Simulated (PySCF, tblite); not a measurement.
# C3H6Cl2OSi: geometry, infrared bands and NMR shifts

Aim: predict the infrared bands and NMR shifts of C3H6Cl2OSi (`C=COC[SiH](Cl)Cl`).

Computed with tblite 0.8.0 and PySCF 2.14.0, with density-fitted response routines of our own, on a single molecule in the gas phase. Atoms count from 0, in the outputs and in this text.

## (1) The starting structure

13 atoms, charge 0, multiplicity 1; geometry from: force field or distance geometry start.

Bonds of the start (Å): C0–C1 1.35, C1–O2 1.35, O2–C3 1.43, C3–Si4 1.87, Si4–Cl5 2.05, Si4–Cl6 2.04, C0–H7 1.08, C0–H8 1.09, C1–H9 1.07, C3–H10 1.09, C3–H11 1.11, Si4–H12 1.49.

## (2) Relaxing the molecule with GFN2-xTB

Job settings and geometry (Å):

```
{"job": {"kind": "relax", "xc": "GFN2-xTB", "basis": "xTB"}, "charge": 0, "multiplicity": 1}
C      2.374900    -0.613500     0.021000
C      1.513200    -0.276100    -0.967900
O      0.213800     0.078900    -0.872400
C     -0.392400     0.131900     0.423600
Si    -2.194100     0.622400     0.490200
Cl    -3.382400    -0.794600    -0.403800
Cl    -2.833600     0.718800     2.425200
H      3.397000    -0.874200    -0.214800
H      2.095100    -0.633500     1.069700
H      1.822600    -0.273400    -1.994700
H      0.162500     0.840800     1.044300
H     -0.309800    -0.870800     0.894100
H     -2.471100     1.943900    -0.139800
```

Launch:

```sh
$ OMP_NUM_THREADS=1 python probes_run.py task.json out
```

One launch serves the whole session: the jobs run in the order shown.

**Question.** This job is followed by: GFN2-xTB harmonic vibrations, gas phase; GIAO PBE0/pcSseg-1 NMR shielding, non-relativistic, gas phase. What will the session give for the following? strongest single infrared mode (GFN2-xTB); zero-point energy (GFN2-xTB); ¹³C shifts against TMS (PBE0/pcSseg-1); ¹H shifts against TMS (PBE0/pcSseg-1, means over atoms taken as alike); ¹⁷O shifts against H2O (PBE0/pcSseg-1); ²⁹Si shifts against TMS (PBE0/pcSseg-1); ³⁵Cl shifts against HCl (PBE0/pcSseg-1, means over atoms taken as alike).

As calculated:

| quantity | value |
| --- | --- |
| strongest single infrared mode (GFN2-xTB) | 620 cm⁻¹, 247 km/mol |
| zero-point energy (GFN2-xTB) | 52.9 kcal/mol |
| ¹³C shifts against TMS (PBE0/pcSseg-1) | 161.7, 87.6, 63.8 ppm |
| ¹H shifts against TMS (PBE0/pcSseg-1, means over atoms taken as alike) | 6.83, 5.83, 4.25, 4.15, 3.54 ppm |
| ¹⁷O shifts against H2O (PBE0/pcSseg-1) | 113.7 ppm |
| ²⁹Si shifts against TMS (PBE0/pcSseg-1) | 9.6 ppm |
| ³⁵Cl shifts against HCl (PBE0/pcSseg-1, means over atoms taken as alike) | 41 ppm |

Over 47 steps the energy fell by 0.178 eV; of the close pairs, Si4–Cl5 changed most, 2.054 to 2.005 Å. No mode is imaginary among the 33: a minimum at this level. The strongest single mode, at 620 cm⁻¹, moves mainly H12. GFN2-xTB is a fitted tight-binding method: band positions and strengths are rough. Its intensities can rank the bands wrongly. The most deshielded carbon is C1 (alkene carbon bearing oxygen), at 161.7 ppm: an sp2 carbon further deshielded by the attached heteroatom. H9 (hydrogen on an alkene carbon bearing oxygen) lies farthest downfield among hydrogen, at 6.83 ppm; attached to an sp2 carbon and in the plane of the double bond. At PBE0/pcSseg-1: Shielding is most anisotropic at O2 (span 210 ppm, paramagnetic term -177 ppm).
